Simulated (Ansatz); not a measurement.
# BGaH₄O: vertical ionisation energy

An exercise on one series of results from a longer session: the logs are not shown, and one member is left open.

Program: Ansatz 0.2.0, Gaussian basis. Level of theory: unrestricted cation, the program's frozen cores in correlated methods. These are calculated values, not measurements.

Levels to be run: UKS PBE-D4/def2-TZVPP; UKS r2SCAN-D4/def2-TZVPP; UKS PBE0-D4/def2-TZVPP; UKS B3LYP-D4/def2-TZVPP; UKS wB97X-V/def2-TZVPP; UKS wB97M-V/def2-TZVPP; UKS B2PLYP/def2-TZVPP; UHF-CCSD(T)/def2-TZVPP; UHF-MP2/def2-QZVPP; extrapolation to the limit; then −ε(HOMO) from the neutral's earlier runs with LDA (SPW92), PBE-D4, revPBE-D4, BLYP-D4, r2SCAN-D4, B97M-V, PBE0-D4, B3LYP-D4, r2SCANh-D4, r2SCAN0-D4, HSE06-D4, BHLYP-D4, CAM-B3LYP-D4, LC-ωPBE, ωB97X-V, ωB97M-V.

## Structure used throughout

An earlier PBE0-D4 in a triple-zeta def2 set relaxation fixed the geometry.

SMILES `B[O][GaH2]`, 7 atoms, charge 0, spin multiplicity 1.

Atoms are counted from 1 here; the program's logs count them from 0.

Bond lengths: B1–O2 1.331 Å, B1–H4 1.208 Å, B1–H5 1.205 Å, O2–Ga3 1.788 Å, Ga3–H6 1.555 Å, Ga3–H7 1.555 Å. Angles: O2–B1–H4 120.8°, O2–B1–H5 118.8°, H4–B1–H5 120.4°, B1–O2–Ga3 149.5°, O2–Ga3–H6 114.4°, O2–Ga3–H7 114.4°, H6–Ga3–H7 131.1°.

Set-up of the first run:

The input, in.yaml:

```yaml
crystal:
  periodic: [false, false, false]
  atoms:
    - {symbol: B, position_ang: [-1.124345, 0.110456, -0.970912]}
    - {symbol: O, position_ang: [-0.021343, 0.384361, -0.278027]}
    - {symbol: Ga, position_ang: [1.162236, -0.078716, 0.979488]}
    - {symbol: H, position_ang: [-1.742429, -0.908901, -0.772804]}
    - {symbol: H, position_ang: [-1.498472, 0.898475, -1.802533]}
    - {symbol: H, position_ang: [0.831910, 0.459530, 2.400664]}
    - {symbol: H, position_ang: [2.392435, -0.865204, 0.444123]}
basis:
  gaussian: {orbitals: def2-TZVPP}
total_charge: 1
magnetization: {spin_polarized: true, initial_magnetization: 1}
hamiltonian: {xc: pbe, dispersion: d4}
```

The run is started by

```sh
$ ansatz run in.yaml --threads 2 --pin off --events-out ev --progress --plain --max-ram 4352MiB
```

Steps of the session up to this table: Cation, UKS PBE-D4/def2-TZVPP; Cation, UKS r2SCAN-D4/def2-TZVPP; Cation, UKS PBE0-D4/def2-TZVPP; Cation, UKS B3LYP-D4/def2-TZVPP; Cation, UKS wB97X-V/def2-TZVPP; Cation, UKS wB97M-V/def2-TZVPP; Cation, UKS B2PLYP (frozen core)/def2-TZVPP; Cation, UHF-CCSD(T)/def2-TZVPP; Cation, UHF-MP2/def2-QZVPP.

One table of the session follows, with a row left open; its other results are not shown here.

Orbital estimates, from the neutral's runs:

| functional | −ε(HOMO) (eV) |
| --- | --- |
| LDA (SPW92) | 6.40 |
| PBE-D4 | 6.31 |
| revPBE-D4 | 6.27 |
| BLYP-D4 | 6.26 |
| r2SCAN-D4 | ? |
| B97M-V | 6.69 |
| PBE0-D4 | 7.67 |
| B3LYP-D4 | 7.49 |
| r2SCANh-D4 | 7.09 |
| r2SCAN0-D4 | 7.86 |
| HSE06-D4 | 7.26 |
| BHLYP-D4 | 9.03 |
| CAM-B3LYP-D4 | 9.12 |
| LC-ωPBE | 10.45 |
| ωB97X-V | 10.12 |
| ωB97M-V | 9.99 |

**Question.** Estimate the row for r2SCAN-D4.

Worked estimate for «−ε(HOMO) (eV)». Against the share of exact exchange, r2SCANh-D4 (0.1, 7.09), r2SCAN0-D4 (0.25, 7.86) give a slope of 5.13 per unit share; at 0 the line stands at 6.58.

As computed: −ε(HOMO) (eV): 6.58. In «−ε(HOMO) (eV)» the line misses by 0.00.
